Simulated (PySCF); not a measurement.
# C₃H₆BNO₂: electronic excitations and core binding energies

What electronic excitations and core binding energies should C₃H₆BNO₂ (`[H]/N=C\C(=C)B(O)O`) show?

The runs use PySCF 2.14.0, with density-fitted response routines of our own; the level of theory stands in each step. All values are computed, except where a source is named. Atoms are numbered from 0 throughout.

## Step 1: The molecule as given

13 atoms, charge 0, multiplicity 1; geometry from: GFN2-xTB.

Bonds of the start (Å): C0–C1 1.34, C1–C2 1.47, C2–N3 1.26, C1–B4 1.59, B4–O5 1.36, B4–O6 1.35, C0–H7 1.08, C0–H8 1.08, C2–H9 1.09, N3–H10 1.02, O5–H11 0.96, O6–H12 0.96.

## Step 2: Excited states and response: wB97X-D/def2-SVPD

Job settings and geometry (Å):

```
{"job": {"kind": "uv", "xc": "wB97X-D", "basis": "def2-SVPD", "nstates": 8, "ntriplets": 3}, "charge": 0, "multiplicity": 1}
C     -0.220721     1.346026    -1.120326
C     -0.294474     0.284513    -0.311061
C     -1.610344    -0.352670    -0.130991
N     -1.958694    -1.198741     0.731465
B      0.985908    -0.270806     0.454261
O      2.243184    -0.137088    -0.046492
O      0.844884    -0.904732     1.636094
H     -1.087731     1.731109    -1.635679
H      0.695193     1.896836    -1.271515
H     -2.381943    -0.033520    -0.831114
H     -1.214459    -1.465906     1.374745
H      2.323803     0.306387    -0.888669
H      1.671007    -1.200922     2.021553
```

With the program's defaults for keys left out, this is: TDDFT wB97X-D/def2-SVPD, vertical, gas phase, core orbitals frozen in the response.

The run is started by

```bash
$ OMP_NUM_THREADS=1 python probes_run.py task.json out
```

The driver reads the jobs from task.json and runs them one after another.

**Question.** This job is followed by: delta-SCF UKS SCAN, pcX-2 on the ionised atom, pcseg-1 elsewhere, spin-free X2C. Predict these results of the whole session: lowest singlet (wB97X-D/def2-SVPD); brightest single state of those computed; lowest triplet; C1s binding energies, SCAN/pcX-2 (standing for 1 of 3 atoms); N1s binding energies, SCAN/pcX-2; B1s binding energies, SCAN/pcX-2; O1s binding energies, SCAN/pcX-2.

The runs gave:

```
                                                    quantity                        value
                          lowest singlet (wB97X-D/def2-SVPD)  4.45 eV (279 nm), f = 0.003
                    brightest single state of those computed  state 2, 6.21 eV, f = 0.397
                                              lowest triplet                      3.63 eV
C1s binding energies, SCAN/pcX-2 (standing for 1 of 3 atoms)                 C0 290.63 eV
                            N1s binding energies, SCAN/pcX-2                 N3 403.90 eV
                            B1s binding energies, SCAN/pcX-2                 B4 197.62 eV
                            O1s binding energies, SCAN/pcX-2                 O5 539.42 eV
```

**Reading.** The first singlet state (HOMO→LUMO 0.88, HOMO→LUMO+3 0.08) lies at 4.45 eV and is weak; of the 8 states computed, the strongest absorption comes from state 2 at 6.21 eV. The lowest triplet lies 0.81 eV below the lowest singlet (triplets in Tamm-Dancoff, singlets in full TDDFT).
